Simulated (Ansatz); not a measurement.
# Cs in Ansatz: further runs

Runs on Cs. Level: HSE06+D3(BJ). Tasks: single point.

Program: Ansatz 0.2.0. These are calculated values, not measurements. Logs are shortened: lines on timing, memory, paths and dates and some standing lists are left out, and cuts for length are marked.

## 1. The cell of the first run

The cell holds a slab with vacuum, 5 atoms: a = 5.566 Å, b = 5.566 Å, c = 33.517 Å, α = 90.00°, β = 90.00°, γ = 120.00°.

## 2. Single point, HSE06+D3(BJ) (the (0 0 1) slab of Cs, cut from the database cell, not relaxed)

The input, run.py:

```python
import json

import ase.io
import numpy as np

import ansatz as az

atoms = ase.io.read("Cs.cif")
atoms.info.pop("occupancy", None)

calculation = (
    az.Crystal.from_ase(atoms)
    .calculation()
    .kpoints(3, 3, 1)
    .functional("hse06", dispersion="d3bj")
    .pseudopotentials(kind="paw")
    .occupations(method="gaussian", width=0.02)
    .forces()
    .band_table(publish=True)
)
outcome = calculation.run(threads=2, events_out="events.jsonl")

report = outcome.report
for line in open("events.jsonl"):
    event = json.loads(line)
    if event["event"] == "scf_iter":
        d = event["data"]
        print(f"SCF {d['iter']:3d}  HF = {d['harris_foulkes_ev']:.6f} eV  dr2 = {d['dr2_ev']:.2e} eV")
    elif event["event"] in ("relax_step", "md_step"):
        d = event["data"]
        print(f"{event['event']} {d['step']:3d}  E = {d['lagrangian_ev']:.6f} eV")
np.set_printoptions(precision=5, suppress=True, linewidth=110)
print("converged:", report["converged"], "after", report["n_iterations"], "iterations")
print(f"free energy {report['free_energy_ev']:.6f} eV, Fermi level {report['fermi_energy_ev']:.4f} eV")
for key in ("band_edges_ev", "magnetization_mub", "site_moments_mub", "site_moments_nc_mub", "forces_ev_ang",
                "stress_gpa"):
    if report.get(key) is not None:
        print(key, np.array(report[key]), sep="\n")
```

The input, Cs.cif:

```cif
data_Cs
_cell_length_a 5.56630605
_cell_length_b 5.56630605
_cell_length_c 33.51695792
_cell_angle_alpha 90.00000000
_cell_angle_beta 90.00000000
_cell_angle_gamma 120.00000000
_space_group_name_H-M_alt 'P1'
_space_group_name_Hall 'P 1'
_space_group_IT_number 1
loop_
_space_group_symop_operation_xyz
'x,y,z'
loop_
_atom_site_label
_atom_site_type_symbol
_atom_site_symmetry_multiplicity
_atom_site_Wyckoff_symbol
_atom_site_fract_x
_atom_site_fract_y
_atom_site_fract_z
_atom_site_occupancy
Cs1 Cs 1 a 0.6666666700 0.3333333400 0.2237673245 1
Cs2 Cs 1 a 0.3333333300 0.6666666600 0.3618836623 1
Cs3 Cs 1 a 0.6666666700 0.3333333400 0.5000000000 1
Cs4 Cs 1 a 0.3333333300 0.6666666600 0.6381163377 1
Cs5 Cs 1 a 0.6666666700 0.3333333400 0.7762326755 1
```

Potentials or basis: Ansatz PAW.

Started as:

```console
$ python run.py
```

Log:

```text
DeckWarning: basis.ecutwfc = 420 eV, auto-derived from the records' recommended cutoffs: set by Cs (normal level)
PlacementWarning: RAYON_NUM_THREADS=2 ignored (pool sized by the plan → 2); use plan(threads=…)
SCF   1  HF = -28354.474867 eV  dr2 = 4.61e-01 eV
SCF   2  HF = -28355.926786 eV  dr2 = 2.37e+01 eV
SCF   3  HF = -28354.459850 eV  dr2 = 4.47e-02 eV
SCF   4  HF = -28354.456455 eV  dr2 = 5.58e-03 eV
SCF   5  HF = -28354.458792 eV  dr2 = 9.67e-03 eV
SCF   6  HF = -28354.458421 eV  dr2 = 4.09e-03 eV
SCF   7  HF = -28354.458183 eV  dr2 = 2.92e-03 eV
SCF   8  HF = -28354.457820 eV  dr2 = 6.95e-04 eV
SCF   9  HF = -28354.457746 eV  dr2 = 2.53e-06 eV
SCF  10  HF = -28354.457767 eV  dr2 = 1.90e-05 eV
[... 15 lines left out ...]
SCF   9  HF = -28379.176538 eV  dr2 = 1.80e-06 eV
SCF  10  HF = -28379.176538 eV  dr2 = 3.96e-07 eV
SCF   1  HF = -28379.176941 eV  dr2 = 2.59e-06 eV
SCF   2  HF = -28379.176941 eV  dr2 = 3.73e-07 eV
SCF   3  HF = -28379.176942 eV  dr2 = 8.92e-07 eV
SCF   4  HF = -28379.176942 eV  dr2 = 6.46e-07 eV
SCF   5  HF = -28379.176942 eV  dr2 = 4.01e-08 eV
SCF   6  HF = -28379.176942 eV  dr2 = 7.73e-08 eV
SCF   7  HF = -28379.176942 eV  dr2 = 9.37e-09 eV
SCF   8  HF = -28379.176942 eV  dr2 = 4.11e-09 eV
converged: True after 35 iterations
free energy -28379.176942 eV, Fermi level 0.5235 eV
magnetization_mub
0.0
forces_ev_ang
[[ 0.       0.       0.08864]
 [-0.      -0.      -0.04035]
 [ 0.      -0.       0.     ]
 [-0.      -0.       0.04035]
 [ 0.       0.      -0.08864]]
```

Run time: 75 s. Hardware: 2 threads of Arm Neoverse V2, shared host; peak memory 1.9 GiB.

Results:

```
Free energy            : -28379.1769 eV
Largest force          : 0.089 eV/Å
Band gap on the k mesh : none (metal or under the smearing width)
```

Forces on the atoms (eV/Å):
```
Cs   0.000  0.000  0.089
Cs   0.000  0.000 -0.040
Cs   0.000  0.000  0.000
Cs   0.000  0.000  0.040
Cs   0.000  0.000 -0.089
```

Caveat: the k mesh is coarse (spacing up to 0.43 Å⁻¹), so the values aren't converged, least of all with exact exchange; the PAW data sets were made with another functional, which shifts forces and pressure a little. Spin-orbit coupling is left out, which matters for the levels of Cs.

## 3. Single point, HSE06+D3(BJ) (the (0 0 1) slab of Cs, cut from the database cell, not relaxed)

The input, input.yaml:

```yaml
crystal:
  lattice:
    - [5.56630605, 0.0, 0.0]
    - [-2.783153025, 4.8205624445, 0.0]
    - [0.0, 0.0, 33.51695792]
  atoms:
    - { symbol: Cs, position: [0.66666667, 0.33333334, 0.2237673245] }
    - { symbol: Cs, position: [0.33333333, 0.66666666, 0.3618836623] }
    - { symbol: Cs, position: [0.66666667, 0.33333334, 0.5] }
    - { symbol: Cs, position: [0.33333333, 0.66666666, 0.6381163377] }
    - { symbol: Cs, position: [0.66666667, 0.33333334, 0.7762326755] }
hamiltonian:
  xc: hse06
  pseudopotentials: { kind: paw }
  dispersion: d3bj
kpoints:
  mp_grid: { grid: [3, 3, 1] }
scf:
  occupations: { method: gaussian, width: 0.02 }
output:
  forces: true
  eigenvalues: true
```

Potentials or basis: Ansatz PAW.

Started as:

```console
$ ansatz run input.yaml --threads 2 --pin off --max-ram 5120MiB --backend cpu --events-out ev --progress --plain --runs-dir out
```

Log:

```text
Warning: RAYON_NUM_THREADS=2 ignored (pool sized by the plan → 2); use --threads N
Engine: ansatz 0.2.0, aarch64-unknown-linux-gnu
Pseudopotentials: kind: paw
Pseudopotential: Cs, paw, valence charge 9, recommended cutoff 420 eV (normal), Cs.paw.azcp
Functional definition: HSE06
  parameter a = 0.25
  parameter omega = 0.11/bohr
  exchange = pbe_x - a*pbe_x_sr(omega) + a*exact_x_sr(omega)
  correlation = pbe_c
Crystal: 5 atoms, lattice volume = 899.351 Å³
Basis set: ecut = 420 eV, 17621 PW (Γ), exchange–correlation on 80×80×450 points (8 copies of the dense FFT grid, shifted against one another)
Bands: 28, of which v1, the nominal top of the filled ones, is band 23 counted from 1 (22 counted from 0)
[... 85 lines left out ...]
  E_vpaw       = -124.680196  (= ΣTr[D̂ρ^β])
  E_aug_tail   = -0.000007  (compensation charges beyond the density's cutoff)
  E_ewald      = 302.524869
  E_disp       = -0.670726  (pairwise vdW)
  E_core_change = -0.789003  (= ΣΔE_core)
  E_smearing   = -0.002945  (= −TS)
  E_closure    = -0.000003  (closes the sum)
  Σ components = -28379.176942   (vs F -28379.176942, Δ=3.64e-12)
--- Forces (eV/Å), atoms counted from 1 ---
  atom   1  Cs     0.00000000    -0.00000000     0.08864363
  atom   2  Cs    -0.00000000     0.00000000    -0.04035580
  atom   3  Cs     0.00000000     0.00000000     0.00000000
  atom   4  Cs    -0.00000000     0.00000000     0.04035580
  atom   5  Cs     0.00000000    -0.00000000    -0.08864363
  max |Σ_I F_I| component: 1.39e-17 eV/Å
--- Band table (eV) ---
  k-point 0: bands = ["-25.3567", "-25.3567", "-25.2861", "-25.2861", "-25.1893", "-11.1899", "-11.1895", "-11.1103", "-11.1103", "-11.1103", "-11.1103", "-11.0958", "-11.0805", "-11.0558", "-11.0558", "-11.0556", "-11.0556", "-10.9982", "-10.9493", "-10.9493", "-1.0075", "-0.7776", "-0.4282", "0.0250", "0.5082", "1.4251", "1.5793", "2.0079"]
  k-point 1: bands = ["-25.3542", "-25.3542", "-25.2836", "-25.2836", "-25.1868", "-11.1797", "-11.1797", "-11.1768", "-11.1768", "-11.1262", "-11.1262", "-11.1220", "-11.1193", "-11.0781", "-11.0780", "-11.0714", "-11.0709", "-11.0113", "-10.9964", "-10.9648", "0.0066", "0.2061", "0.5015", "0.8897", "1.3389", "1.6862", "1.9720", "2.0421"]
  k-point 2: bands = ["-25.3529", "-25.3529", "-25.2823", "-25.2823", "-25.1856", "-11.1734", "-11.1734", "-11.1730", "-11.1728", "-11.1721", "-11.1721", "-11.1168", "-11.1164", "-11.1153", "-11.1136", "-11.0761", "-11.0698", "-11.0099", "-11.0052", "-10.9960", "1.4950", "1.4994", "1.5124", "1.5891", "1.6464", "1.7093", "1.7122", "1.8502"]
```

Run time: 74 s. Hardware: 2 threads of Arm Neoverse V2, shared host; peak memory 1.8 GiB.

Results:

* Free energy: -28379.1769 eV
* Largest force: 0.089 eV/Å
* Band gap on the k mesh: none (metal or under the smearing width)

Forces in eV/Å, atoms in the order of the input:
```
Cs   0.000  0.000  0.089
Cs   0.000  0.000 -0.040
Cs   0.000  0.000  0.000
Cs   0.000  0.000  0.040
Cs   0.000  0.000 -0.089
```

Caveat: the k mesh is coarse (spacing up to 0.43 Å⁻¹), so the values aren't converged, least of all with exact exchange; the PAW data sets come from PBE, with cores solved anew for the run's functional, which leaves a small shift of forces and pressure.
